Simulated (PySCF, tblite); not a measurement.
# C₂H₇ClOSi: a rotation path, then NMR shifts on frames

How do NMR shifts of C₂H₇ClOSi (`CCO[SiH2]Cl`) change as the atoms move?

Programs: tblite 0.8.0 and PySCF 2.14.0, with density-fitted response routines of our own. Each step states its level of theory. These are calculated values for one molecule in the gas phase, unless marked as measured. Atoms count from 0, in the outputs and in this text.

## 1. The starting structure

12 atoms, charge 0, multiplicity 1; geometry from: GFN2-xTB.

Bonds of the start (Å): C0–C1 1.52, C1–O2 1.41, O2–Si3 1.61, Si3–Cl4 2.02, C0–H5 1.09, C0–H6 1.09, C0–H7 1.09, C1–H8 1.10, C1–H9 1.10, Si3–H10 1.45, Si3–H11 1.46.

## 2. The rotation path with GFN2-xTB

The job: settings as JSON, then the geometry in Å.

```
{"job": {"kind": "neb", "xc": "GFN2-xTB", "basis": "xTB", "atoms": [4, 3, 2, 1], "turn": 120}, "charge": 0, "multiplicity": 1}
C     -1.875560     0.005109     0.390548
C     -0.594087    -0.371950    -0.335174
O      0.427057     0.522650     0.026820
Si     2.028360     0.457768    -0.121648
Cl     2.730032    -1.297703     0.589764
H     -2.676249    -0.669902     0.101344
H     -1.725878    -0.057575     1.465320
H     -2.157969     1.024103     0.138871
H     -0.296325    -1.395022    -0.076522
H     -0.740596    -0.320796    -1.420687
H      2.409032     1.569820     0.725555
H      2.473380     0.532812    -1.510217
```

Method: GFN2-xTB climbing-image nudged elastic band, gas phase.

Started as:

```console
$ OMP_NUM_THREADS=1 python probes_run.py task.json out
```

This one command runs all jobs of the session in turn.

Output:

```text
image   E - E0 / eV
  0       0.0000
  1       0.0058
  2       0.0204
  3       0.0381
  4       0.0458
  5       0.0406
  6       0.0303
  7       0.0177
  8       0.0036
```

It took 2.5 s on 1 thread of Arm Neoverse V1, shared host; peak memory 0.18 GiB.

The final band, with the dihedral Cl4–Si3–O2–C1:

```tsv
image	dihedral (°)	energy (eV)	energy (kcal/mol)
0	-50	0.000	0.0
1	-39	0.006	0.1
2	-26	0.020	0.5
3	-10	0.038	0.9
4	8	0.046	1.1
5	24	0.041	0.9
6	37	0.030	0.7
7	51	0.018	0.4
8	52	0.004	0.1
```

## 3. NMR shieldings: image 0, PBE0/pcSseg-1

The job: settings as JSON, then the geometry in Å.

```
{"job": {"kind": "nmr", "xc": "PBE0", "basis": "pcSseg-1", "pop": false}, "charge": 0, "multiplicity": 1}
C     -1.875600     0.005100     0.390500
C     -0.594100    -0.372000    -0.335200
O      0.427100     0.522600     0.026800
Si     2.028400     0.457800    -0.121600
Cl     2.730000    -1.297700     0.589800
H     -2.676200    -0.669900     0.101300
H     -1.725900    -0.057600     1.465300
H     -2.158000     1.024100     0.138900
H     -0.296300    -1.395000    -0.076500
H     -0.740600    -0.320800    -1.420700
H      2.409000     1.569800     0.725600
H      2.473400     0.532800    -1.510200
```

With the program's defaults for keys left out, this is: GIAO PBE0/pcSseg-1 NMR shielding, non-relativistic, gas phase.

Output:

```text
coarse grid: 10848 points
cycle   1  E = -904.7918979309  dE =  4.756e-01  |g| = 6.804e-01  |ddm| = 2.964e+00
cycle   2  E = -904.6680370385  dE =  1.239e-01  |g| = 1.064e+00  |ddm| = 1.407e+00
cycle   3  E = -904.8774571133  dE = -2.094e-01  |g| = 1.058e-01  |ddm| = 9.642e-01
cycle   4  E = -904.8795911801  dE = -2.134e-03  |g| = 3.426e-02  |ddm| = 1.152e-01
cycle   5  E = -904.8798524629  dE = -2.613e-04  |g| = 4.431e-03  |ddm| = 3.267e-02
cycle   6  E = -904.8798564470  dE = -3.984e-06  |g| = 1.469e-03  |ddm| = 4.915e-03
final grid: 94904 points
cycle   7  E = -904.9181451219  dE = -1.943e-05  |g| = 1.048e-02  |ddm| = 1.748e-02
cycle   8  E = -904.9181268528  dE =  1.827e-05  |g| = 1.451e-02  |ddm| = 1.468e-02
cycle   9  E = -904.9181656453  dE = -3.879e-05  |g| = 1.451e-03  |ddm| = 9.229e-03
cycle  10  E = -904.9181660670  dE = -4.217e-07  |g| = 2.258e-04  |ddm| = 1.306e-03
cycle  11  E = -904.9181660775  dE = -1.056e-08  |g| = 2.962e-05  |ddm| = 1.890e-04
cycle  12  E = -904.9181660777  dE = -1.560e-10  |g| = 1.065e-05  |ddm| = 3.963e-05
converged SCF energy = -904.9181660777

GIAO shielding tensors (ppm)
atom      isotropic    diamagn.    paramagn.     s11        s22        s33       span
  0 C      166.666     246.875     -80.208    149.251    164.947    185.802     36.551
  1 C      125.633     244.122    -118.489     95.612    114.056    167.231     71.619
  2 O      272.866     398.966    -126.100    214.917    282.012    321.669    106.752
  3 Si     373.777     879.392    -505.614    350.125    361.979    409.228     59.103
  4 Cl     933.767    1149.099    -215.333    809.198    989.153   1002.948    193.750
  5 H       30.710      28.398       2.311     26.765     27.733     37.631     10.866
  6 H       30.203      29.642       0.560     26.348     28.909     35.351      9.002
  7 H       30.137      29.244       0.893     26.432     28.261     35.718      9.286
  8 H       27.574      31.007      -3.432     21.747     29.738     31.238      9.491
  9 H       27.785      30.151      -2.367     22.711     27.735     32.908     10.197
 10 H       26.523      28.968      -2.445     22.143     24.894     32.531     10.388
 11 H       26.236      28.564      -2.328     21.943     24.686     32.080     10.137
```

Wall time 9.1 s (1 thread of Arm Neoverse V1, shared host); peak memory 0.65 GiB.

The references, computed at this level on geometries of the same kind, shield at (ppm): 1H TMS 31.72, 13C TMS 186.9, 29Si TMS 349.2, 17O H2O 336.1, 35Cl HCl 950. Their shielding less the atom's gives the shift. The references are single molecules in the gas phase, so shifts against H2O, NH3, PH3, H3PO4 or CFCl3 are not on the usual liquid scales and can be off by tens of ppm. Each atom is listed at this fixed geometry, with no averaging over motion; a spectrum would average atoms that exchange fast.

```tsv
atoms	environment	σ (ppm)	δ (ppm)
C1	sp3 CH2 bonded to O	125.6	61.3
C0	methyl carbon	166.7	20.3
H11	hydrogen on a silicon bonded to Cl, O	26.24	5.48
H10	hydrogen on a silicon bonded to Cl, O	26.52	5.19
H8	hydrogen on an sp3 CH2 bonded to O	27.57	4.14
H9	hydrogen on an sp3 CH2 bonded to O	27.78	3.93
H7	hydrogen on a methyl carbon	30.14	1.58
H6	hydrogen on a methyl carbon	30.20	1.51
H5	hydrogen on a methyl carbon	30.71	1.01
O2	oxygen bonded to C, Si	272.9	63.2
Si3	silicon bonded to Cl, O, 2 H	373.8	-24.6
Cl4	chlorine bonded to Si	934	16
```

## 4. Shielding tensors: image 2, PBE0/pcSseg-1

The job: settings as JSON, then the geometry in Å.

```
{"job": {"kind": "nmr", "xc": "PBE0", "basis": "pcSseg-1", "pop": false}, "charge": 0, "multiplicity": 1}
C     -1.889500     0.051500     0.346000
C     -0.583800    -0.444100    -0.254800
O      0.417700     0.518100    -0.035900
Si     2.024200     0.488100    -0.129400
Cl     2.713200    -1.386300     0.181600
H     -2.674900    -0.683900     0.195000
H     -1.761600     0.224900     1.410900
H     -2.180400     0.987000    -0.123900
H     -0.282300    -1.391000     0.207200
H     -0.696700    -0.611800    -1.331600
H      2.424800     1.357400     0.961500
H      2.490500     0.889600    -1.452700
```

Method: GIAO PBE0/pcSseg-1 NMR shielding, non-relativistic, gas phase.

Output:

```text
coarse grid: 10848 points
cycle   1  E = -904.7914841268  dE =  4.737e-01  |g| = 6.806e-01  |ddm| = 2.965e+00
cycle   2  E = -904.6710323224  dE =  1.205e-01  |g| = 1.057e+00  |ddm| = 1.429e+00
cycle   3  E = -904.8767991174  dE = -2.058e-01  |g| = 1.041e-01  |ddm| = 9.812e-01
cycle   4  E = -904.8788726929  dE = -2.074e-03  |g| = 3.373e-02  |ddm| = 1.150e-01
cycle   5  E = -904.8791251290  dE = -2.524e-04  |g| = 4.333e-03  |ddm| = 3.184e-02
cycle   6  E = -904.8791289123  dE = -3.783e-06  |g| = 1.471e-03  |ddm| = 4.833e-03
final grid: 94904 points
cycle   7  E = -904.9175087262  dE = -1.851e-05  |g| = 1.038e-02  |ddm| = 1.672e-02
cycle   8  E = -904.9174914248  dE =  1.730e-05  |g| = 1.424e-02  |ddm| = 1.461e-02
cycle   9  E = -904.9175289811  dE = -3.756e-05  |g| = 1.421e-03  |ddm| = 9.180e-03
cycle  10  E = -904.9175293850  dE = -4.039e-07  |g| = 2.213e-04  |ddm| = 1.300e-03
cycle  11  E = -904.9175293949  dE = -9.944e-09  |g| = 2.624e-05  |ddm| = 1.823e-04
cycle  12  E = -904.9175293950  dE = -1.191e-10  |g| = 1.018e-05  |ddm| = 3.514e-05
converged SCF energy = -904.9175293950

GIAO shielding tensors (ppm)
atom      isotropic    diamagn.    paramagn.     s11        s22        s33       span
  0 C      166.805     246.963     -80.158    149.450    165.156    185.808     36.358
  1 C      125.368     243.838    -118.470     96.710    113.086    166.308     69.598
  2 O      283.251     399.590    -116.340    235.529    268.623    345.600    110.071
  3 Si     373.819     879.251    -505.432    353.906    360.046    407.505     53.599
  4 Cl     942.444    1149.106    -206.662    841.183    976.610   1009.540    168.356
  5 H       30.685      28.403       2.282     26.731     27.743     37.580     10.848
  6 H       30.222      29.652       0.571     26.421     28.782     35.465      9.044
  7 H       30.147      29.263       0.885     26.409     28.312     35.721      9.312
  8 H       27.527      30.979      -3.452     21.423     30.058     31.101      9.679
  9 H       27.780      30.162      -2.381     22.730     27.831     32.781     10.051
 10 H       26.388      28.885      -2.497     22.129     24.710     32.324     10.194
 11 H       26.197      28.421      -2.224     21.866     24.586     32.139     10.273
```

It took 9.3 s on 1 thread of Arm Neoverse V1, shared host; peak memory 0.71 GiB.

In short: δ C1 61.6, C0 20.1, O2 52.8, Si3 -24.7, H11 5.52, H10 5.33 ppm.

## 5. NMR shieldings: image 4, PBE0/pcSseg-1

The job: settings as JSON, then the geometry in Å.

```
{"job": {"kind": "nmr", "xc": "PBE0", "basis": "pcSseg-1", "pop": false}, "charge": 0, "multiplicity": 1}
C     -1.892500     0.093600     0.302700
C     -0.575500    -0.495600    -0.176500
O      0.409200     0.509400    -0.214300
Si     2.017400     0.498800    -0.131000
Cl     2.716900    -1.396600    -0.206400
H     -2.665700    -0.670200     0.287400
H     -1.786900     0.474900     1.314500
H     -2.188000     0.912600    -0.347400
H     -0.256400    -1.308300     0.484200
H     -0.688200    -0.904200    -1.186900
H      2.427900     1.059000     1.149500
H      2.483000     1.225900    -1.301700
```

With the program's defaults for keys left out, this is: GIAO PBE0/pcSseg-1 NMR shielding, non-relativistic, gas phase.

Output:

```text
coarse grid: 10848 points
cycle   1  E = -904.7906516338  dE =  4.697e-01  |g| = 6.810e-01  |ddm| = 2.967e+00
cycle   2  E = -904.6733545354  dE =  1.173e-01  |g| = 1.051e+00  |ddm| = 1.440e+00
cycle   3  E = -904.8759438669  dE = -2.026e-01  |g| = 1.025e-01  |ddm| = 9.886e-01
cycle   4  E = -904.8779533664  dE = -2.009e-03  |g| = 3.336e-02  |ddm| = 1.145e-01
cycle   5  E = -904.8781998042  dE = -2.464e-04  |g| = 4.272e-03  |ddm| = 3.140e-02
cycle   6  E = -904.8782034668  dE = -3.663e-06  |g| = 1.470e-03  |ddm| = 4.777e-03
final grid: 94904 points
cycle   7  E = -904.9167258620  dE = -1.778e-05  |g| = 1.074e-02  |ddm| = 1.685e-02
cycle   8  E = -904.9167067890  dE =  1.907e-05  |g| = 1.487e-02  |ddm| = 1.546e-02
cycle   9  E = -904.9167475585  dE = -4.077e-05  |g| = 1.424e-03  |ddm| = 9.699e-03
cycle  10  E = -904.9167479688  dE = -4.103e-07  |g| = 2.107e-04  |ddm| = 1.303e-03
cycle  11  E = -904.9167479777  dE = -8.880e-09  |g| = 2.660e-05  |ddm| = 1.753e-04
cycle  12  E = -904.9167479778  dE = -1.201e-10  |g| = 1.026e-05  |ddm| = 3.574e-05
converged SCF energy = -904.9167479778

GIAO shielding tensors (ppm)
atom      isotropic    diamagn.    paramagn.     s11        s22        s33       span
  0 C      167.021     246.992     -79.971    150.145    165.184    185.735     35.590
  1 C      124.961     243.583    -118.623     94.762    114.495    165.625     70.863
  2 O      291.423     399.701    -108.278    252.174    255.514    366.581    114.406
  3 Si     372.636     879.133    -506.497    354.274    358.887    404.746     50.471
  4 Cl     943.681    1149.056    -205.374    828.034    981.675   1021.334    193.300
  5 H       30.697      28.394       2.303     26.769     27.768     37.555     10.785
  6 H       30.272      29.643       0.629     26.462     28.723     35.631      9.168
  7 H       30.162      29.225       0.937     26.440     28.373     35.674      9.234
  8 H       27.564      31.050      -3.486     21.514     29.873     31.305      9.790
  9 H       27.637      30.131      -2.494     22.258     28.040     32.614     10.356
 10 H       26.210      28.777      -2.567     21.971     24.657     32.002     10.030
 11 H       26.281      28.458      -2.177     22.006     24.563     32.273     10.267
```

Run time: 8.9 s. Hardware: 1 thread of Arm Neoverse V1, shared host; peak memory 0.71 GiB.

This run: δ C1 62.0, C0 19.9, O2 44.7, Si3 -23.5, H10 5.51, H11 5.44 ppm.

## 6. NMR shieldings: image 6, PBE0/pcSseg-1

The job: settings as JSON, then the geometry in Å.

```
{"job": {"kind": "nmr", "xc": "PBE0", "basis": "pcSseg-1", "pop": false}, "charge": 0, "multiplicity": 1}
C     -1.897900     0.131700     0.242500
C     -0.559400    -0.516300    -0.072800
O      0.409800     0.475000    -0.321600
Si     2.011300     0.472500    -0.141600
Cl     2.775200    -1.332900    -0.635300
H     -2.657400    -0.636300     0.365500
H     -1.827100     0.713500     1.157500
H     -2.188100     0.793800    -0.568400
H     -0.245800    -1.157000     0.757600
H     -0.639700    -1.140100    -0.970100
H      2.401000     0.700700     1.246200
H      2.419300     1.494700    -1.085500
```

Level: GIAO PBE0/pcSseg-1 NMR shielding, non-relativistic, gas phase.

Output:

```text
coarse grid: 10848 points
cycle   1  E = -904.7915467109  dE =  4.694e-01  |g| = 6.805e-01  |ddm| = 2.967e+00
cycle   2  E = -904.6706812486  dE =  1.209e-01  |g| = 1.058e+00  |ddm| = 1.428e+00
cycle   3  E = -904.8770681779  dE = -2.064e-01  |g| = 1.047e-01  |ddm| = 9.802e-01
cycle   4  E = -904.8791621515  dE = -2.094e-03  |g| = 3.377e-02  |ddm| = 1.164e-01
cycle   5  E = -904.8794149151  dE = -2.528e-04  |g| = 4.404e-03  |ddm| = 3.217e-02
cycle   6  E = -904.8794188433  dE = -3.928e-06  |g| = 1.493e-03  |ddm| = 4.939e-03
final grid: 94904 points
cycle   7  E = -904.9175913492  dE = -1.811e-05  |g| = 1.057e-02  |ddm| = 1.650e-02
cycle   8  E = -904.9175727509  dE =  1.860e-05  |g| = 1.463e-02  |ddm| = 1.498e-02
cycle   9  E = -904.9176123286  dE = -3.958e-05  |g| = 1.437e-03  |ddm| = 9.492e-03
cycle  10  E = -904.9176127463  dE = -4.177e-07  |g| = 2.148e-04  |ddm| = 1.307e-03
cycle  11  E = -904.9176127556  dE = -9.272e-09  |g| = 2.547e-05  |ddm| = 1.737e-04
cycle  12  E = -904.9176127557  dE = -1.121e-10  |g| = 1.025e-05  |ddm| = 3.333e-05
converged SCF energy = -904.9176127557

GIAO shielding tensors (ppm)
atom      isotropic    diamagn.    paramagn.     s11        s22        s33       span
  0 C      166.998     246.999     -80.001    150.102    165.070    185.822     35.720
  1 C      124.631     243.817    -119.186     94.827    113.543    165.524     70.697
  2 O      281.463     398.919    -117.456    237.768    252.707    353.913    116.145
  3 Si     372.250     879.212    -506.962    350.159    359.344    407.247     57.088
  4 Cl     932.368    1148.931    -216.564    800.588    984.429   1012.086    211.498
  5 H       30.697      28.400       2.297     26.742     27.774     37.576     10.834
  6 H       30.294      29.622       0.672     26.473     28.709     35.701      9.228
  7 H       30.162      29.224       0.938     26.445     28.391     35.648      9.203
  8 H       27.784      31.085      -3.302     22.154     29.371     31.826      9.673
  9 H       27.551      30.238      -2.687     21.876     28.512     32.266     10.390
 10 H       26.225      28.920      -2.694     21.832     24.903     31.941     10.109
 11 H       26.483      28.698      -2.215     22.187     24.786     32.477     10.290
```

It took 8.9 s on 1 thread of Arm Neoverse V1, shared host; peak memory 0.71 GiB.

Key values: δ C1 62.3, C0 19.9, O2 54.6, Si3 -23.1, H10 5.49, H11 5.23 ppm.

## 7. Nuclear shieldings: image 8, PBE0/pcSseg-1

The job: settings as JSON, then the geometry in Å.

```
{"job": {"kind": "nmr", "xc": "PBE0", "basis": "pcSseg-1", "pop": false}, "charge": 0, "multiplicity": 1}
C     -1.926300     0.133000     0.092600
C     -0.542700    -0.488100     0.196300
O      0.429400     0.484500    -0.094800
Si     2.036800     0.420700    -0.160100
Cl     2.649200    -1.100300    -1.338700
H     -2.684600    -0.619600     0.290000
H     -2.027000     0.938800     0.814900
H     -2.077000     0.539600    -0.903900
H     -0.376100    -0.877400     1.207700
H     -0.441900    -1.319400    -0.511800
H      2.641400     0.181900     1.148000
H      2.320000     1.705800    -0.766300
```

With the program's defaults for keys left out, this is: GIAO PBE0/pcSseg-1 NMR shielding, non-relativistic, gas phase.

Output:

```text
coarse grid: 10848 points
cycle   1  E = -904.7920739020  dE =  4.739e-01  |g| = 6.803e-01  |ddm| = 2.965e+00
cycle   2  E = -904.6677418007  dE =  1.243e-01  |g| = 1.065e+00  |ddm| = 1.410e+00
cycle   3  E = -904.8776294388  dE = -2.099e-01  |g| = 1.061e-01  |ddm| = 9.662e-01
cycle   4  E = -904.8797758027  dE = -2.146e-03  |g| = 3.424e-02  |ddm| = 1.159e-01
cycle   5  E = -904.8800362658  dE = -2.605e-04  |g| = 4.454e-03  |ddm| = 3.265e-02
cycle   6  E = -904.8800402958  dE = -4.030e-06  |g| = 1.487e-03  |ddm| = 4.979e-03
final grid: 94904 points
cycle   7  E = -904.9183665413  dE = -1.847e-05  |g| = 1.046e-02  |ddm| = 1.767e-02
cycle   8  E = -904.9183483906  dE =  1.815e-05  |g| = 1.448e-02  |ddm| = 1.478e-02
cycle   9  E = -904.9183871718  dE = -3.878e-05  |g| = 1.450e-03  |ddm| = 9.240e-03
cycle  10  E = -904.9183875955  dE = -4.237e-07  |g| = 2.182e-04  |ddm| = 1.298e-03
cycle  11  E = -904.9183876052  dE = -9.632e-09  |g| = 2.825e-05  |ddm| = 1.799e-04
cycle  12  E = -904.9183876053  dE = -1.385e-10  |g| = 1.090e-05  |ddm| = 3.780e-05
converged SCF energy = -904.9183876053

GIAO shielding tensors (ppm)
atom      isotropic    diamagn.    paramagn.     s11        s22        s33       span
  0 C      166.785     246.798     -80.013    149.488    165.095    185.773     36.284
  1 C      124.902     244.105    -119.203     96.161    111.881    166.663     70.502
  2 O      271.649     398.939    -127.290    215.613    271.094    328.240    112.627
  3 Si     373.742     879.321    -505.579    350.648    360.600    409.980     59.332
  4 Cl     929.356    1148.950    -219.594    805.786    979.512   1002.769    196.983
  5 H       30.694      28.349       2.344     26.733     27.773     37.575     10.842
  6 H       30.166      29.307       0.859     26.431     28.348     35.718      9.288
  7 H       30.161      29.436       0.725     26.384     28.649     35.450      9.066
  8 H       27.837      30.482      -2.644     22.844     28.069     32.599      9.755
  9 H       27.532      30.767      -3.235     21.553     29.547     31.497      9.944
 10 H       26.234      28.692      -2.457     21.895     24.802     32.007     10.111
 11 H       26.534      28.944      -2.411     22.132     24.972     32.498     10.366
```

Run time: 8.6 s. Hardware: 1 thread of Arm Neoverse V1, shared host; peak memory 0.71 GiB.

In short: δ C1 62.0, C0 20.1, O2 64.4, Si3 -24.6, H10 5.48, H11 5.18 ppm.

## 8. Run by run: NMR shifts

Shifts (ppm) of some atoms, chosen among heavy atoms and hydrogens apart, with basis size and wall time:

```tsv
frame	C1	C0	H11	H10	O2	Si3	Cl4	functions	time
image 0	61.3	20.3	5.48	5.19	63.2	-24.6	16	134	9.1 s
image 2	61.6	20.1	5.52	5.33	52.8	-24.7	7	134	9.3 s
image 4	62.0	19.9	5.44	5.51	44.7	-23.5	6	134	8.9 s
image 6	62.3	19.9	5.23	5.49	54.6	-23.1	17	134	8.9 s
image 8	62.0	20.1	5.18	5.48	64.4	-24.6	20	134	8.6 s
```

## 9. Outcome

| quantity | value |
| --- | --- |
| barrier | 0.046 eV (1.1 kcal/mol) at image 4 |
| end to end (GFN2-xTB) | 0.004 eV |
| 13C shifts against TMS (PBE0/pcSseg-1, image 0) | 61.3, 20.3 ppm |
| 1H shifts against TMS (PBE0/pcSseg-1, image 0) | 5.48, 5.19, 4.14, 3.93, 1.58, 1.51, 1.01 ppm |
| 17O shifts against H2O (PBE0/pcSseg-1, image 0) | 63.2 ppm |
| 29Si shifts against TMS (PBE0/pcSseg-1, image 0) | -24.6 ppm |
| 35Cl shifts against HCl (PBE0/pcSseg-1, image 0) | 16 ppm |
| range of the shift of O2 | 44.7 to 64.4 ppm |

Along the band the dihedral turns by 102°, and the top (dihedral 8°) lies 1.1 kcal/mol above the start (GFN2-xTB, rough), so at room temperature this motion is fast. The top was not checked by a frequency run. Shifts at one fixed geometry are not the observed spectrum, which averages over the motion. In the first frame run (image 0): The largest span, 194 ppm, is at Cl4, where the paramagnetic term is -215 ppm. Across the 5 runs the shift of O2 moves most, between 44.7 (image 4) and 64.4 ppm (image 8).
